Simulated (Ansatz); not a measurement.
Crystal: WF.

```
CELL_PARAMETERS angstrom
1.36589 0.78860 5.06960
-1.36589 0.78860 5.06960
0.00000 -1.57719 5.06960
ATOMIC_POSITIONS crystal
W 0.81412 0.81412 0.81412
F 0.93712 0.93712 0.93712
```

The cell was built by a generator and needn't be a form met in nature.

- Program: Ansatz 0.2.0
- Task: relaxation of cell and atoms
- Functional: revPBE
- Dispersion: D4
- Potentials or basis: Ansatz PAW
- Cutoff: 420 eV (not typed: the program's choice for these potentials)
- k mesh: 11 × 11 × 11
- Occupations: fermi-dirac, width 0.05 eV
- Spin: no spin polarisation

At the start: volume 16.38 Å³/atom.

Problem. Where does the relaxation end?

Solution. It ends after 9 steps and the volume is 14.60 Å³/atom (-10.9 %); space group R3m (No. 160, to 0.05 Å).

The path:
```tsv
step	energy change (eV)	largest force (eV/Å)	volume (Å³)
1	0.0000	0.1388	32.76
2	-0.0358	0.3937	30.83
3	-0.0494	0.5341	29.55
4	-0.0558	0.1464	29.58
5	-0.0572	0.0032	29.37
6	-0.0572	0.0004	29.35
7	-0.0541	0.0001	29.35
8	-0.0546	0.0025	29.19
9	-0.0543	0.0023	29.19
```

Final structure:
```cif
data_structure
_symmetry_space_group_name_H-M 'P 1'
_symmetry_Int_Tables_number 1
_cell_length_a 4.8145
_cell_length_b 4.8145
_cell_length_c 4.8145
_cell_angle_alpha 32.837
_cell_angle_beta 32.837
_cell_angle_gamma 32.837
_cell_volume 29.19
loop_
_atom_site_label
_atom_site_type_symbol
_atom_site_fract_x
_atom_site_fract_y
_atom_site_fract_z
_atom_site_occupancy
W1 W 0.80601 0.80601 0.80601 1
F1 F 0.94523 0.94523 0.94523 1
```

Caveat: the plane-wave basis is chosen anew once the cell has moved, so the energies of steps on either side of that aren't comparable; the pressure holds a Pulay correction of +0.4 GPa for the finite cutoff; an odd number of electrons without spin polarisation forces a metal; a magnetic or distorted state may lie lower; pairwise dispersion overbinds metals, which lowers pressure and volume; the PAW data sets come from PBE, with cores solved anew for the run's functional, which leaves a small shift of forces and pressure.
